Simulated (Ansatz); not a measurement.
# Be3S5: the cost of one run

Method: DFT PBE, scalar-relativistic, plane waves, PAW, unless a step names another level, in Ansatz 0.2.0.

2 further runs of the same task are left out: 1 that didn't finish, 1 set aside as unsound or not needed.

### Step 1. The system as given

The structure is tetragonal, space group I-4m2 (No. 119). Conventional cell: a = 3.580 Å, b = 3.580 Å, c = 21.698 Å, α = 90.00°, β = 90.00°, γ = 90.00°. Be (site symmetry 2mm) is surrounded by 4 S at 2.08 to 2.17 Å. Be (site symmetry -4m2) is surrounded by 4 S at 2.09 Å. S (site symmetry 2mm) has 1 S at 2.05 Å and 2 Be at 2.09 Å as nearest neighbours. S (site symmetry 2mm) is surrounded by 1 S at 2.05 Å and 2 Be at 2.08 Å. S (site symmetry -4m2) has 4 Be at 2.17 Å as nearest neighbours.

As a file:

```xyz
8
Lattice="-1.7901 1.7901 10.8488 1.7901 -1.7901 10.8488 1.7901 1.7901 -10.8488" Properties=species:S:1:pos:R:3 pbc="T T T"
Be    0.0000    0.0000    6.6484
Be    0.0000    0.0000   15.0492
Be    0.0000    0.0000    0.0000
S     1.7901    0.0000    9.7607
S     1.7901    0.0000    7.7059
S     0.0000    1.7901    5.4244
S     1.7901    0.0000    1.0882
S     1.7901    0.0000    3.1429
```

It came out lowest among 32 distinct ends of the trial cells. At a tolerance of 0.02 Å it has space group I-4m2 (No. 119).

### Step 2. Kick test: the unmoved cell on a coarse mesh

The input, input.yaml:

```yaml
crystal:
  lattice:
    - [0.0, -3.5802012458, 0.0]
    - [3.5802012458, 0.0, 0.0]
    - [-1.7901006229, 1.7901006229, 10.8488239261]
  atoms:
    - { symbol: Be, position: [0.3064132634, 0.3064132634, 0.6128265267] }
    - { symbol: Be, position: [0.6935867366, 0.6935867366, 0.3871734733] }
    - { symbol: Be, position: [0.0, 0.0, 0.0] }
    - { symbol: S, position: [0.4498488625, 0.9498488625, 0.8996977251] }
    - { symbol: S, position: [0.3551485537, 0.8551485537, 0.7102971074] }
    - { symbol: S, position: [0.75, 0.25, 0.5] }
    - { symbol: S, position: [0.0501511375, 0.5501511375, 0.1003022749] }
    - { symbol: S, position: [0.1448514463, 0.6448514463, 0.2897028926] }
basis:
  ecutwfc: 420
kpoints:
  mp_grid: { grid: [4, 4, 4] }
hamiltonian:
  xc: pbe
scf:
  occupations: { method: gaussian, width: 0.1 }
  lower_state_search: "off"
output:
  forces: true
  stress: true
  eigenvalues: true
```

Launch:

```sh
ansatz run input.yaml --threads 1 --pin off --max-ram 2560MiB --backend cpu --events-out ev --progress --plain --runs-dir out
```

**Question.** How long does this run take on 1 thread of Intel Xeon at 2.50GHz (Skylake/Cascade Lake), shared host, and how much memory does it need?

About 5.9 s, with a peak of 0.34 GiB.
